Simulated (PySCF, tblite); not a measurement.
# C₅H₄FNO₂: geometry, infrared bands and NMR shifts

What infrared bands and NMR shifts should C₅H₄FNO₂ (`N#C[C@@H]1COC(F)=CO1`) show?

The runs use tblite 0.8.0 and PySCF 2.14.0, with density-fitted response routines of our own; the level of theory stands in each step. All values are computed, except where a source is named. Atoms count from 0, in the outputs and in this text.

### 1 The molecule as given

13 atoms, charge 0, multiplicity 1; geometry from: force field or distance geometry start.

Bonds of the start (Å): N0–C1 1.15, C1–C2 1.47, C2–C3 1.48, C3–O4 1.40, O4–C5 1.39, C5–F6 1.35, C5–C7 1.33, C7–O8 1.40, O8–C2 1.43, C2–H9 1.11, C3–H10 1.11, C3–H11 1.13, C7–H12 1.07.

### 2 Relaxing the molecule with GFN2-xTB

Job settings and geometry (Å):

```
{"job": {"kind": "relax", "xc": "GFN2-xTB", "basis": "xTB"}, "charge": 0, "multiplicity": 1}
N     -1.407500     2.354500     0.285600
C     -1.236300     1.284000    -0.105300
C     -0.970400    -0.086500    -0.570200
C     -0.735000    -0.969500     0.592500
O      0.541800    -0.717900     1.121300
C      1.535000    -0.001400     0.471400
F      2.639000     0.336300     1.180600
C      1.389500     0.336100    -0.806100
O      0.194700    -0.094500    -1.394800
H     -1.861900    -0.473700    -1.111700
H     -1.487600    -0.813200     1.396100
H     -0.738200    -2.046100     0.264400
H      2.132600     0.892400    -1.341400
```

Launch:

```bash
OMP_NUM_THREADS=1 python probes_run.py task.json out
```

One launch serves the whole session: the jobs run in the order shown.

**Question.** This job is followed by: GFN2-xTB harmonic vibrations, gas phase; GIAO PBE0/pcSseg-1 NMR shielding, non-relativistic, gas phase. Predict these results of the whole session: strongest single infrared mode (GFN2-xTB); zero-point energy (GFN2-xTB); 13C shifts against TMS (PBE0/pcSseg-1); 1H shifts against TMS (PBE0/pcSseg-1); 15N shifts against NH3 (PBE0/pcSseg-1); 17O shifts against H2O (PBE0/pcSseg-1); 19F shifts against CFCl3 (PBE0/pcSseg-1).

The runs gave:

| quantity | value |
| --- | --- |
| strongest single infrared mode (GFN2-xTB) | 1249 cm⁻¹, 250 km/mol |
| zero-point energy (GFN2-xTB) | 53.6 kcal/mol |
| 13C shifts against TMS (PBE0/pcSseg-1) | 165.0, 119.5, 113.7, 69.9, 61.2 ppm |
| 1H shifts against TMS (PBE0/pcSseg-1) | 6.46, 4.58, 4.55, 4.25 ppm |
| 15N shifts against NH3 (PBE0/pcSseg-1) | 312.0 ppm |
| 17O shifts against H2O (PBE0/pcSseg-1) | 112.7, 72.5 ppm |
| 19F shifts against CFCl3 (PBE0/pcSseg-1) | -126.3 ppm |

In words: Relaxing lowered the energy by 0.567 eV in 50 steps; the close pair that moved most is C2–C3, from 1.479 to 1.546 Å. No mode is imaginary among the 33: a minimum at this level. The strongest single mode, at 1249 cm⁻¹, is spread over many atoms; the largest shares are those of C5, H9. Unscaled tight-binding wavenumbers are off by several per cent, some by more. Its intensities can rank the bands wrongly. H12 (hydrogen on an alkene carbon bearing oxygen) lies farthest downfield among hydrogen, at 6.46 ppm; a vinylic proton, deshielded by the sp2 carbon and the C=C anisotropy. At PBE0/pcSseg-1: Shielding is most anisotropic at N0 (span 506 ppm, paramagnetic term -383 ppm).
